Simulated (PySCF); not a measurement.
# C4H9Al: the cost of one run

Computed with PySCF 2.14.0, with density-fitted response routines of our own, on a single molecule, in the gas phase or a continuum. Atoms are numbered from 0 throughout.

### Step 1. The molecule as given

14 atoms, charge 0, multiplicity 1; geometry from: GFN2-xTB. The atoms were then displaced at random by about 0.01 Å, so the start is not that level's minimum.

Bonds of the start (Å): C0–C1 1.56, C1–C2 1.55, C2–Al3 2.05, Al3–C4 1.99, C4–C0 1.53, C0–H5 1.06, C0–H6 1.11, C1–H7 1.08, C1–H8 1.11, C2–H9 1.09, C2–H10 1.08, Al3–H11 1.53, C4–H12 1.07, C4–H13 1.10.

### Step 2. Optimising the geometry at PBE0-D3(BJ)/def2-SVP

What the job is given:

```
{"job": {"xc": "PBE0", "basis": "def2-SVP", "d3": "d3bj", "grid": 1, "shake": 0.01, "kind": "geom"}, "charge": 0, "multiplicity": 1}
C      0.360760    -0.877810    -0.710710
C     -1.004840    -0.597660    -0.008230
C     -1.255050     0.920260     0.174510
Al     0.670140     1.400910     0.689360
C      1.514440    -0.308280     0.111120
H      0.449560    -1.918460    -0.908850
H      0.328000    -0.346720    -1.683990
H     -1.795390    -1.049410    -0.580700
H     -0.968550    -1.072840     0.993740
H     -2.063410     1.081820     0.893740
H     -1.580990     1.346630    -0.762360
H      1.226410     2.676520     1.335170
H      2.398680    -0.268890    -0.496950
H      1.713060    -1.001150     0.946390
```

Launch:

```console
> OMP_NUM_THREADS=1 python probes_run.py task.json out
```

The driver reads the jobs from task.json and runs them one after another.

Q: Estimate the wall time and peak memory of this first job on 1 thread of Arm Neoverse V1, shared host.

About 38 s, with a peak of 0.5 GiB.
